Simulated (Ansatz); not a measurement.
# C2H7ClFNSi2: one species, many methods

Aim: compute C2H7ClFNSi2 with functionals from several rungs and with coupled cluster. The yardstick is the atomisation energy at the CCSD(T) limit.

The runs use Ansatz 0.2.0, Gaussian basis; functionals in def2-TZVPP, the program's frozen cores in correlated methods.

The runs, in order: PBE-D4, r2SCAN-D4, PBE0-D4, B3LYP-D4, ωB97X-V, ωB97M-V, B2PLYP; CCSD(T)/def2-TZVPP; MP2/def2-QZVPP; extrapolation to the limit.

### 1 The relaxed structure

The geometry comes from an earlier relaxation with PBE0-D4 in a triple-zeta def2 set; it is a stationary point, not always the lowest conformer.

14 atoms, charge 0, spin multiplicity 1.

Atoms are counted from 1 here; the program's logs count them from 0.

Bond lengths: C1–C2 1.331 Å, C1–H8 1.087 Å, C1–H9 1.086 Å, C2–Si3 1.844 Å, C2–H10 1.088 Å, Si3–F4 1.600 Å, Si3–N5 1.719 Å, Si3–H11 1.481 Å, N5–Si6 1.712 Å, N5–H12 1.012 Å, Si6–Cl7 2.063 Å, Si6–H13 1.479 Å, Si6–H14 1.476 Å. Angles: C2–C1–H8 121.7°, C2–C1–H9 122.4°, H8–C1–H9 116.0°, C1–C2–Si3 120.9°, C1–C2–H10 118.6°, Si3–C2–H10 120.5°, C2–Si3–F4 110.4°, C2–Si3–N5 109.7°, C2–Si3–H11 111.0°, F4–Si3–N5 108.4°, F4–Si3–H11 105.9°, N5–Si3–H11 111.4°, Si3–N5–Si6 128.4°, Si3–N5–H12 115.9°, Si6–N5–H12 114.8°, N5–Si6–Cl7 113.0°, N5–Si6–H13 108.8°, N5–Si6–H14 110.0° and more.

Geometry (Å):

```
C     0.0125    0.0185   -2.3589
C    -0.7319    0.2231   -1.2749
Si   -0.1516    1.3330    0.0781
F    -1.2834    2.4021    0.4480
N     0.1954    0.4041    1.4827
Si    0.2008   -1.2991    1.6562
Cl    1.9168   -2.1776    0.9220
H     0.9775    0.5016   -2.4880
H    -0.3019   -0.6386   -3.1645
H    -1.6923   -0.2831   -1.1995
H     1.0258    2.1225   -0.3523
H     0.6075    0.9103    2.2558
H     0.1467   -1.6309    3.0965
H    -0.9222   -1.8861    0.8987
```

### 2 PBE-D4 (GGA)

in.yaml

```yaml
crystal:
  periodic: [false, false, false]
  atoms:
    - {symbol: C, position_ang: [0.012503, 0.018520, -2.358858]}
    - {symbol: C, position_ang: [-0.731850, 0.223129, -1.274880]}
    - {symbol: Si, position_ang: [-0.151566, 1.333011, 0.078096]}
    - {symbol: F, position_ang: [-1.283386, 2.402119, 0.448025]}
    - {symbol: N, position_ang: [0.195426, 0.404124, 1.482705]}
    - {symbol: Si, position_ang: [0.200834, -1.299053, 1.656189]}
    - {symbol: Cl, position_ang: [1.916828, -2.177552, 0.922012]}
    - {symbol: H, position_ang: [0.977547, 0.501617, -2.488020]}
    - {symbol: H, position_ang: [-0.301861, -0.638556, -3.164489]}
    - {symbol: H, position_ang: [-1.692268, -0.283116, -1.199500]}
    - {symbol: H, position_ang: [1.025787, 2.122517, -0.352301]}
    - {symbol: H, position_ang: [0.607499, 0.910317, 2.255807]}
    - {symbol: H, position_ang: [0.146688, -1.630930, 3.096548]}
    - {symbol: H, position_ang: [-0.922161, -1.886137, 0.898666]}
basis:
  gaussian: {orbitals: def2-TZVPP}
hamiltonian: {xc: pbe, dispersion: d4}
output: {forces: true, orbitals: {seedname: orbitals}}
```

On the command line:

```console
$ ansatz run in.yaml --threads 2 --pin off --events-out ev --progress --plain --max-ram 22528MiB --backend cuda --devices 0, --max-vram 18GiB
```

After this run come: r2SCAN-D4 (meta-GGA); PBE0-D4 (hybrid); B3LYP-D4 (hybrid); ωB97X-V (range-separated); ωB97M-V (range-separated); B2PLYP (double hybrid); CCSD(T) in def2-TZVPP; MP2 in def2-QZVPP.

Before running them: what should the planned runs give, taken together? Wanted: atomisation energy, CCSD(T)/CBS; farthest; mean size of error, hybrid; mean size of error, range-separated; gap, smallest and largest; T1 diagnostic; triples share of the correlation energy.

As calculated:

| quantity | value |
| --- | --- |
| atomisation energy, CCSD(T)/CBS | 5345.6 kJ/mol |
| functionals within 26.7 kJ/mol (0.5 %) | r2SCAN-D4, PBE0-D4, B3LYP-D4, ωB97X-V, ωB97M-V |
| farthest | B2PLYP (-74.4 kJ/mol) |
| mean size of error, hybrid | 22.6 kJ/mol |
| mean size of error, range-separated | 12.4 kJ/mol |
| gap, smallest and largest | 4.97 eV (PBE-D4), 11.90 eV (ωB97X-V) |
| T1 diagnostic | 0.0111 |
| triples share of the correlation energy | 3.8 % |

**Reading.** PBE-D4 is off by +49.6 kJ/mol. Double hybrids carry the basis error of their MP2 part in triple zeta, and no dispersion term here, so their miss is partly the set-up's. The reference freezes the cores and leaves out relativity and excitations past (T), so misses under about 26.7 kJ/mol can't be ranked. Hartree-Fock recovers 74 % of the binding; the rest is correlation. The gap grows from 5.0 to 11.9 eV across the functionals, mostly with the share of exact exchange.
